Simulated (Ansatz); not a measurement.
# HfB (Fm-3m) in Ansatz: settings compared

Aim: see how the results for HfB move with the level of theory and the settings. Levels: LDA, RPBE+D3(BJ)+U, revPBE+U. Tasks: elastic constants, single point, band structure.

All numbers are computed with Ansatz 0.2.0; they aren't measurements. Logs are shortened: lines on timing, memory, paths and dates and some standing lists are left out, and cuts for length are marked.

## Step 1: The crystal as given

The structure is cubic, space group Fm-3m (No. 225). The conventional cell has a = 4.620 Å, b = 4.620 Å, c = 4.620 Å, α = 90.00°, β = 90.00°, γ = 90.00°. Hf (site symmetry m-3m) is surrounded by 6 B at 2.31 Å. Around B (site symmetry m-3m) lie 6 Hf at 2.31 Å.

## Step 2: Elastic constants, LDA, collinear spin, ferromagnetic start

File run.py:

```python
import json

import ase.io
import numpy as np
from ase.calculators.calculator import CalculationFailed, Calculator
from ase.stress import full_3x3_to_voigt_6_stress
from ase.units import GPa

import ansatz as az

class AnsatzCalculator(Calculator):
    implemented_properties = ["energy", "free_energy", "forces", "stress", "magmom"]

    def calculate(self, atoms, properties, system_changes):
        super().calculate(atoms, properties, system_changes)
        structure = atoms.copy()
        structure.set_constraint()
        structure.set_momenta(None)
        structure.set_masses(None)
        outcome = (
            az.Crystal.from_ase(structure)
            .calculation()
            .basis(xc_grid=2)
            .kpoints(8, 8, 8)
            .functional("lda")
            .pseudopotentials(kind="paw")
            .spin("collinear")
            .scf(tolerance=2e-10)
            .mixing(algorithm="msr1", beta=0.3, ndim=4)
            .occupations(method="methfessel_paxton", width=0.1)
            .forces()
            .stress()
            .run(threads=2)
        )
        if not outcome.report["converged"]:
            raise CalculationFailed("SCF not converged")
        report = outcome.report
        self.results = {
            "free_energy": report["lagrangian_ev"],
            "energy": report["lagrangian_ev"],
            "forces": np.array(report["forces_ev_ang"]),
            "stress": -GPa * full_3x3_to_voigt_6_stress(report["stress_gpa"]),
            "magmom": report["magnetization_mub"],
        }

np.set_printoptions(precision=5, suppress=True, linewidth=110)
atoms = ase.io.read("HfB.xyz")
atoms.set_initial_magnetic_moments([0.5, 0.0])
atoms.calc = AnsatzCalculator()
cell = atoms.cell[:].copy()
pairs = [(0, 0), (1, 1), (2, 2), (1, 2), (0, 2), (0, 1)]
C = np.zeros((6, 6))
for j, (a, b) in enumerate(pairs):
    stress = []
    for e in (0.003, -0.003):
        strain = np.eye(3)
        strain[a, b] += e if a == b else e / 2
        strain[b, a] = strain[a, b]
        atoms.set_cell(cell @ strain, scale_atoms=True)
        stress.append(atoms.get_stress())
    C[:, j] = (stress[0] - stress[1]) / (2 * 0.003) / GPa
print("clamped-ion stress-strain coefficients (GPa, Voigt)", C.round(1), sep="\n")
print(f"Voigt bulk modulus {(C[:3, :3].sum()) / 9:.1f} GPa")
json.dump({"C": C.tolist()}, open("results.json", "w"))
```

File HfB.xyz:

```xyz
2
Lattice="0.0000000000 2.3100000000 2.3100000000 2.3100000000 0.0000000000 2.3100000000 2.3100000000 2.3100000000 0.0000000000" Properties=species:S:1:pos:R:3 pbc="T T T"
Hf     2.3100000000      2.3100000000      2.3100000000
B      0.0000000000      0.0000000000      0.0000000000
```

Potentials or basis: Ansatz PAW.

Launch:

```console
> python run.py
```

Log:

```text
DeckWarning: basis.ecutwfc = 420 eV, auto-derived from the records' recommended cutoffs: set by Hf (normal level)
PlacementWarning: RAYON_NUM_THREADS=2 ignored (pool sized by the plan → 2); use plan(threads=…)
RunWarning: the starting moments were not kept: the SCF closed with an absolute magnetisation of 1.1e-5 μB, where they sum to 0.5 μB in size (1 site). That is at most 0.1 of that sum. Measured as dr2_m measures the in/out step, that magnetisation stands 1.8e-11 eV from none, at or under the dr2_threshold of 2.0e-10 eV: it is no larger than a step whose dr2_m would equal this threshold. The system may hold no moment; this SCF sho [...]
RunWarning: the starting moments were not kept: the SCF closed with an absolute magnetisation of 8.4e-6 μB, where they sum to 0.5 μB in size (1 site). That is at most 0.1 of that sum. Measured as dr2_m measures the in/out step, that magnetisation stands 1.0e-11 eV from none, at or under the dr2_threshold of 2.0e-10 eV: it is no larger than a step whose dr2_m would equal this threshold. The system may hold no moment; this SCF sho [...]
RunWarning: the starting moments were not kept: the SCF closed with an absolute magnetisation of 8.6e-6 μB, where they sum to 0.5 μB in size (1 site). That is at most 0.1 of that sum. Measured as dr2_m measures the in/out step, that magnetisation stands 1.0e-11 eV from none, at or under the dr2_threshold of 2.0e-10 eV: it is no larger than a step whose dr2_m would equal this threshold. The system may hold no moment; this SCF sho [...]
RunWarning: the starting moments were not kept: the SCF closed with an absolute magnetisation of 1.1e-5 μB, where they sum to 0.5 μB in size (1 site). That is at most 0.1 of that sum. Measured as dr2_m measures the in/out step, that magnetisation stands 1.7e-11 eV from none, at or under the dr2_threshold of 2.0e-10 eV: it is no larger than a step whose dr2_m would equal this threshold. The system may hold no moment; this SCF sho [...]
RunWarning: the starting moments were not kept: the SCF closed with an absolute magnetisation of 8.2e-6 μB, where they sum to 0.5 μB in size (1 site). That is at most 0.1 of that sum. Measured as dr2_m measures the in/out step, that magnetisation stands 9.7e-12 eV from none, at or under the dr2_threshold of 2.0e-10 eV: it is no larger than a step whose dr2_m would equal this threshold. The system may hold no moment; this SCF sho [...]
RunWarning: the starting moments were not kept: the SCF closed with an absolute magnetisation of 7.8e-6 μB, where they sum to 0.5 μB in size (1 site). That is at most 0.1 of that sum. Measured as dr2_m measures the in/out step, that magnetisation stands 8.8e-12 eV from none, at or under the dr2_threshold of 2.0e-10 eV: it is no larger than a step whose dr2_m would equal this threshold. The system may hold no moment; this SCF sho [...]
RunWarning: the starting moments were not kept: the SCF closed with an absolute magnetisation of 8.0e-6 μB, where they sum to 0.5 μB in size (1 site). That is at most 0.1 of that sum. Measured as dr2_m measures the in/out step, that magnetisation stands 9.2e-12 eV from none, at or under the dr2_threshold of 2.0e-10 eV: it is no larger than a step whose dr2_m would equal this threshold. The system may hold no moment; this SCF sho [...]
RunWarning: the starting moments were not kept: the SCF closed with an absolute magnetisation of 8.1e-6 μB, where they sum to 0.5 μB in size (1 site). That is at most 0.1 of that sum. Measured as dr2_m measures the in/out step, that magnetisation stands 9.3e-12 eV from none, at or under the dr2_threshold of 2.0e-10 eV: it is no larger than a step whose dr2_m would equal this threshold. The system may hold no moment; this SCF sho [...]
RunWarning: the starting moments were not kept: the SCF closed with an absolute magnetisation of 1.0e-5 μB, where they sum to 0.5 μB in size (1 site). That is at most 0.1 of that sum. Measured as dr2_m measures the in/out step, that magnetisation stands 1.6e-11 eV from none, at or under the dr2_threshold of 2.0e-10 eV: it is no larger than a step whose dr2_m would equal this threshold. The system may hold no moment; this SCF sho [...]
RunWarning: the starting moments were not kept: the SCF closed with an absolute magnetisation of 7.9e-6 μB, where they sum to 0.5 μB in size (1 site). That is at most 0.1 of that sum. Measured as dr2_m measures the in/out step, that magnetisation stands 9.0e-12 eV from none, at or under the dr2_threshold of 2.0e-10 eV: it is no larger than a step whose dr2_m would equal this threshold. The system may hold no moment; this SCF sho [...]
clamped-ion stress-strain coefficients (GPa, Voigt)
[[587.3  89.6  89.6   0.   -0.    0. ]
 [ 89.6 587.3  89.6   0.   -0.    0. ]
 [ 89.6  89.6 587.3   0.   -0.    0. ]
 [ -0.    0.    0.   19.1   0.   -0. ]
 [  0.    0.    0.    0.   19.1  -0. ]
 [  0.    0.    0.    0.   -0.   19.1]]
Voigt bulk modulus 255.5 GPa
```

Run time: 49 s. Hardware: 2 threads of Arm Neoverse V1, shared host; peak memory 0.5 GiB.

What came out:

```yaml
Clamped-ion_elastic_constants_C11_C12_C44: 587, 90, 19 GPa
Voigt_bulk_modulus: 255 GPa
```

Elastic tensor in Voigt notation (GPa, ions clamped, in the Cartesian axes of the cell as first typed):
```
587  90  90   0   0   0
 90 587  90   0   0   0
 90  90 587   0   0   0
  0   0   0  19   0   0
  0   0   0   0  19   0
  0   0   0   0   0  19
```

Caveat: the starting moments weren't kept. The run has no spin-orbit coupling, so splittings on Hf are missing.

## Step 3: Single point, RPBE+D3(BJ)+U, 12.33 Å³/atom

File input.yaml:

```yaml
crystal:
  lattice:
    - [0.0, 2.31, 2.31]
    - [2.31, 0.0, 2.31]
    - [2.31, 2.31, 0.0]
  atoms:
    - { symbol: Hf, position: [0.5, 0.5, 0.5] }
    - { symbol: B, position: [0.0, 0.0, 0.0] }
hamiltonian:
  xc: rpbe
  pseudopotentials: { kind: paw, source: jth }
  dispersion: d3bj
  hubbard:
    sites: [{ species: Hf, l: d, u_eff: 3.0 }]
    projectors: all-electron-ortho-atomic
kpoints:
  mp_grid: { grid: [10, 10, 10] }
scf:
  occupations: { method: fermi_dirac, width: 0.025 }
output:
  forces: true
  stress: true
  eigenvalues: true
```

Potentials or basis: JTH PAW.

Launch:

```console
> ansatz run input.yaml --threads 2 --pin off --max-ram 5120MiB --backend cpu --events-out ev --progress --plain --runs-dir out
```

Run time: 3.5 s. Hardware: 2 threads of Arm Neoverse V1, shared host; peak memory 0.44 GiB.

It converged, with:

```yaml
Free_energy: -9644.3870 eV
Pressure: 6.2 GPa
Band_gap_on_the_k_mesh: none (metal or under the smearing width)
```

Caveat: U without spin polarisation on a metal has little footing; pairwise dispersion overbinds metals, which lowers pressure and volume; the U is typed as a test and isn't derived for this compound.

## Step 4: Band structure, revPBE+U, spin-orbit coupling, no magnetisation

File run.py:

```python
import json

import ase.io
import numpy as np

import ansatz as az

atoms = ase.io.read("POSCAR", format="vasp")

calculation = (
    az.Crystal.from_ase(atoms)
    .calculation()
    .kpoints(10, 10, 10)
    .functional("revpbe")
    .pseudopotentials(kind="nc_fr")
    .hubbard(double_counting="amf")
    .hubbard("Hf", "d", u_eff=1.0)
    .spin("noncollinear", soc=True)
    .scf(extra_bands=6)
    .occupations(method="tetrahedron")
    .band_structure(path=(((0.0, 0.0, 0.0), (0.5, 0.0, 0.5), (0.5, 0.25, 0.75), (0.375, 0.375, 0.75), (0.0, 0.0,
        0.0), (0.5, 0.5, 0.5), (0.625, 0.25, 0.625), (0.5, 0.25, 0.75), (0.5, 0.5, 0.5), (0.375, 0.375, 0.75)),
        ((0.625, 0.25, 0.625), (0.5, 0.0, 0.5))), intervals=14)
    .density()
    .potential()
    .output_files(volumetric_format="npy")
    .electron_localization_function()
    .forces()
    .stress()
)
outcome = calculation.run(threads=2, events_out="events.jsonl")

report = outcome.report
for line in open("events.jsonl"):
    event = json.loads(line)
    if event["event"] == "scf_iter":
        d = event["data"]
        print(f"SCF {d['iter']:3d}  HF = {d['harris_foulkes_ev']:.6f} eV  dr2 = {d['dr2_ev']:.2e} eV")
    elif event["event"] in ("relax_step", "md_step"):
        d = event["data"]
        print(f"{event['event']} {d['step']:3d}  E = {d['lagrangian_ev']:.6f} eV")
np.set_printoptions(precision=5, suppress=True, linewidth=110)
print("converged:", report["converged"], "after", report["n_iterations"], "iterations")
print(f"free energy {report['free_energy_ev']:.6f} eV, Fermi level {report['fermi_energy_ev']:.4f} eV")
for key in ("band_edges_ev", "magnetization_mub", "site_moments_mub", "site_moments_nc_mub", "forces_ev_ang",
                "stress_gpa", "kpoints_frac", "eigenvalues_ev"):
    if report.get(key) is not None:
        print(key, np.array(report[key]), sep="\n")
```

File POSCAR:

```
HfB
1.0
    0.0000000000      2.3100000000      2.3100000000
    2.3100000000      0.0000000000      2.3100000000
    2.3100000000      2.3100000000      0.0000000000
Hf B
1 1
Direct
    0.5000000000      0.5000000000      0.5000000000
    0.0000000000      0.0000000000      0.0000000000
```

Potentials or basis: Ansatz NC.

Launch:

```console
> python run.py
```

Run time: 27 s. Hardware: 2 threads of Arm Neoverse V1, shared host; peak memory 0.97 GiB.

The run converged. Its results:

```yaml
Free_energy: -1619.5286 eV
Pressure: 32.5 GPa
Band_gap_on_the_k_mesh: none (metal or under the smearing width)
```

Levels at the corners of the path, in eV from the Fermi level:
```
point  band 13  band 14  band 15  band 16  band 17  band 18  band 19  band 20
    Γ     2.19     2.19     2.50     2.50     3.80     3.80     4.03     4.03
    X    -1.01    -1.01     2.16     2.16     2.62     2.62     6.21     6.21
    W    -1.34    -1.34    -1.01    -1.01     5.54     5.54     5.59     5.59
    K    -1.18    -1.18     0.28     0.28     3.18     3.18     6.97     6.97
    Γ     2.19     2.19     2.50     2.50     3.80     3.80     4.03     4.03
    L    -1.46    -1.46    -1.35    -1.35     6.60     6.60     6.65     6.65
    U    -1.18    -1.18     0.28     0.28     3.18     3.18     6.97     6.97
    W    -1.34    -1.34    -1.01    -1.01     5.54     5.54     5.59     5.59
    L    -1.46    -1.46    -1.35    -1.35     6.60     6.60     6.65     6.65
    K    -1.18    -1.18     0.28     0.28     3.18     3.18     6.97     6.97
    U    -1.18    -1.18     0.28     0.28     3.18     3.18     6.97     6.97
    X    -1.01    -1.01     2.16     2.16     2.62     2.62     6.21     6.21
```

Caveat: the potentials were made for another functional, which shifts forces and pressure; a pressure of tens of GPa on the cell as given is suspect, and the run, the potentials or the cell itself is likely at fault; U without spin polarisation on a metal has little footing; the U is typed as a test and isn't derived for this compound; with tetrahedron occupations forces and stress needn't match the slope of the energy.
